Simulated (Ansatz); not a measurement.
# AlAs (triplet): the correlation ladder at distance Al1–As2 = 3.186 Å, cc-pVDZ

Aim: climb from Hartree-Fock through coupled cluster and multireference methods for AlAs (triplet) at one geometry and basis, and see what each rung misses.

The runs use Ansatz 0.2.0, Gaussian basis; cc-pVDZ, core rule «outside noble gas», up to 19 orbitals frozen.

To be run: UHF; CCSD(T) on ROHF; CCSD(T) on UHF; BCCD(T) on ROHF; CISD as a restricted active space (open shells left free, so some higher excitations enter); CCSDT(Q) on ROHF; CCSDT(Q) on UHF; CCSDTQ on ROHF; CCSDTQ on UHF; CASSCF and MRCISD+Q, 4 electrons in 4 orbitals; CASSCF and NEVPT2, 4 electrons in 4 orbitals; CASSCF and MRCISD+Q, 8 electrons in 8 orbitals; CASSCF and NEVPT2, 8 electrons in 8 orbitals; Full CI.

2 further runs of the same task are left out: 2 for a known fault of the program. Runs told in other sessions of the task aren't counted.

### Step 1. The geometry

The geometry derives from a PBE0/def2-TZVP stationary point (not a proven minimum). One bond is set to the value named and the two fragments are kept rigid. No spin-orbit coupling is included. The filled d shell of As may be among the frozen orbitals whatever the setting's name suggests.

2 atoms, charge 0, spin multiplicity 3.

Atoms are counted from 1 here; the program's logs count them from 0.

No contacts short enough for the rule that draws bonds.

### Step 2. UHF

Contents of in.yaml:

```yaml
crystal:
  periodic: [false, false, false]
  atoms:
    - {symbol: Al, position_ang: [0.000000, 0.000000, 0.000000]}
    - {symbol: As, position_ang: [0.000000, 0.000000, 3.186000]}
basis:
  gaussian: {orbitals: cc-pVDZ}
magnetization: {spin_polarized: true, initial_magnetization: 2}
hamiltonian: {xc: hf}
output: {orbitals: {seedname: orbitals}}
```

Started as:

```sh
$ ansatz run in.yaml --threads 1 --pin off --events-out ev --progress --plain --max-ram 2560MiB --backend cpu
```

Further steps of the session: CCSD(T) on ROHF; CCSD(T) on UHF; BCCD(T) on ROHF; CISD as a restricted active space (open shells left free, so some higher excitations enter); CCSDT(Q) on ROHF; CCSDT(Q) on UHF; CCSDTQ on ROHF; CCSDTQ on UHF; CASSCF and MRCISD+Q, 4 electrons in 4 orbitals; CASSCF and NEVPT2, 4 electrons in 4 orbitals; CASSCF and MRCISD+Q, 8 electrons in 8 orbitals; CASSCF and NEVPT2, 8 electrons in 8 orbitals; Full CI.

Before running them: what should the planned runs give, taken together? Wanted: FCI from the RHF energy; RMP2 from FCI; UMP2 from FCI; RCCSD from FCI; RCCSD(T) from FCI; UCCSD(T) from FCI; RCCSDT(Q) from FCI; UCCSDT(Q) from FCI; NEVPT2 pair from FCI.

The runs gave:

| quantity | value |
| --- | --- |
| FCI from the ROHF energy | -4.1014 eV |
| RMP2 from FCI | +1088.8 meV |
| UMP2 from FCI | +1117.6 meV |
| RCCSD from FCI | +194.4 meV |
| RCCSD(T) from FCI | +56.7 meV |
| UCCSD(T) from FCI | +55.6 meV |
| RCCSDT(Q) from FCI | +1.2 meV |
| UCCSDT(Q) from FCI | -7.0 meV |
| NEVPT2 pair from FCI | +856.6 meV |
| MRCISD+Q pair from FCI | -38.7 meV |
| NEVPT2 valence from FCI | +665.0 meV |
| levels within 1 kcal/mol (43 meV) | RCCSDT, UCCSDT, RCCSDT(Q), UCCSDT(Q), RCCSDTQ, UCCSDTQ, MRCISD+Q pair, MRCISD+Q valence |
| T1 diagnostic | 0.041 |
| effectively unpaired electrons | 2.23 |

In words: RCCSD(T) misses by +56.7 meV, 1.4 % of the correlation energy. UCCSDT(Q), UCCSDTQ, MRCISD+Q pair fall below full CI: unrestricted runs freeze a spin-polarised core, another one than full CI's, and coupled cluster isn't variational. The occupations show static correlation (2.23 effectively unpaired electrons where one determinant has 2). Of the multireference levels listed MRCISD+Q valence comes nearest in total energy (+10.2 meV), which doesn't show that its space is the better one. These misses are within one basis, not against nature; the frozen cores of restricted and unrestricted runs differ, which can shift their rows.

Levels on UHF freeze UHF's core orbitals, full CI those of ROHF, so the U rows can settle a little off it for that reason alone.

With open shells the CI space here admits some higher excitations, so it is larger than plain CISD.
